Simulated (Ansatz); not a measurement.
**BF3H3P: a ladder of functionals and wavefunction methods**

An exercise on one series of results from a longer session: the logs are not shown, and one member is left open.

Method: functionals in def2-TZVPP, the program's frozen cores in correlated methods; program: Ansatz 0.2.0, Gaussian basis.

The runs, in order: LDA (SPW92), PBE-D4, revPBE-D4, BLYP-D4, r2SCAN-D4, B97M-V, PBE0-D4, B3LYP-D4, r2SCANh-D4, r2SCAN0-D4, HSE06-D4, BHLYP-D4, CAM-B3LYP-D4, LC-ωPBE, ωB97X-V, ωB97M-V, B2PLYP, PBE-QIDH; CCSD(T)/def2-SVP; CCSD(T)/def2-TZVPP; MP2/def2-QZVPP; extrapolation to the limit; RPA on PBE.

### Structure used throughout

An earlier PBE0-D4 in a triple-zeta def2 set relaxation fixed the geometry.

SMILES `[BH3-][P+](F)(F)F`, 8 atoms, charge 0, spin multiplicity 1.

Atoms are counted from 1 here; the program's logs count them from 0.

Bond lengths: B1–P2 1.835 Å, B1–H6 1.207 Å, B1–H7 1.207 Å, B1–H8 1.207 Å, P2–F3 1.542 Å, P2–F4 1.542 Å, P2–F5 1.542 Å. Angles: P2–B1–H6 102.9°, P2–B1–H7 102.9°, P2–B1–H8 102.9°, H6–B1–H7 115.1°, H6–B1–H8 115.1°, H7–B1–H8 115.2°, B1–P2–F3 117.7°, B1–P2–F4 117.7°, B1–P2–F5 117.7°, F3–P2–F4 100.1°, F3–P2–F5 100.1°, F4–P2–F5 100.1°.

Set-up of the first run:

The input, in.yaml:

```yaml
crystal:
  periodic: [false, false, false]
  atoms:
    - {symbol: B, position_ang: [-0.079952, 0.958215, 0.503000]}
    - {symbol: P, position_ang: [0.055255, -0.662221, -0.347723]}
    - {symbol: F, position_ang: [0.301411, -1.910795, 0.523420]}
    - {symbol: F, position_ang: [-1.155940, -1.141923, -1.173136]}
    - {symbol: F, position_ang: [1.178760, -0.833150, -1.390288]}
    - {symbol: H, position_ang: [-1.022795, 0.798353, 1.239964]}
    - {symbol: H, position_ang: [-0.266040, 1.727384, -0.408778]}
    - {symbol: H, position_ang: [0.989301, 1.064136, 1.053542]}
basis:
  gaussian: {orbitals: def2-TZVPP}
hamiltonian: {xc: lda}
output: {orbitals: {seedname: orbitals}}
```

Command:

```
ansatz run in.yaml --threads 4 --pin off --events-out ev --progress --plain --max-ram 10444MiB
```

Steps of the session up to this table: LDA; PBE-D4 (GGA); revPBE-D4 (GGA); BLYP-D4 (GGA); r2SCAN-D4 (meta-GGA); B97M-V (meta-GGA); B3LYP-D4 (hybrid); r2SCANh-D4 (hybrid); r2SCAN0-D4 (hybrid); HSE06-D4 (hybrid); BHLYP-D4 (hybrid); CAM-B3LYP-D4 (range-separated); LC-ωPBE (range-separated); ωB97X-V (range-separated); ωB97M-V (range-separated); B2PLYP (double hybrid); PBE-QIDH (double hybrid).

One table of the session follows, with a row left open; its other results are not shown here.

It belongs to the step «Frontier levels by functional». 

| functional | HOMO (eV) | gap (eV) |
| --- | --- | --- |
| LDA (SPW92) | -8.42 | 7.32 |
| PBE-D4 | -8.32 | 7.48 |
| revPBE-D4 | -8.27 | 7.53 |
| BLYP-D4 | -8.23 | 7.50 |
| r2SCAN-D4 | -8.67 | 8.15 |
| B97M-V | -8.71 | 8.18 |
| PBE0-D4 | -9.72 | 9.87 |
| B3LYP-D4 | ? | ? |
| r2SCANh-D4 | -9.18 | 9.01 |
| r2SCAN0-D4 | -9.95 | 10.30 |
| HSE06-D4 | -9.31 | 9.08 |
| BHLYP-D4 | -11.05 | 12.29 |
| CAM-B3LYP-D4 | -11.17 | 12.46 |
| LC-ωPBE | -12.56 | 15.09 |
| ωB97X-V | -12.19 | 14.63 |
| ωB97M-V | -12.03 | 14.30 |

Estimate the missing values for B3LYP-D4.

Worked estimate for «HOMO (eV)». Against the share of exact exchange, BLYP-D4 (0, -8.23), BHLYP-D4 (0.5, -11.05) give a slope of -5.64 per unit share; at 0.2 the line stands at -9.36.

As computed: HOMO (eV): -9.51; gap (eV): 9.41. In «HOMO (eV)» the line misses by +0.15.
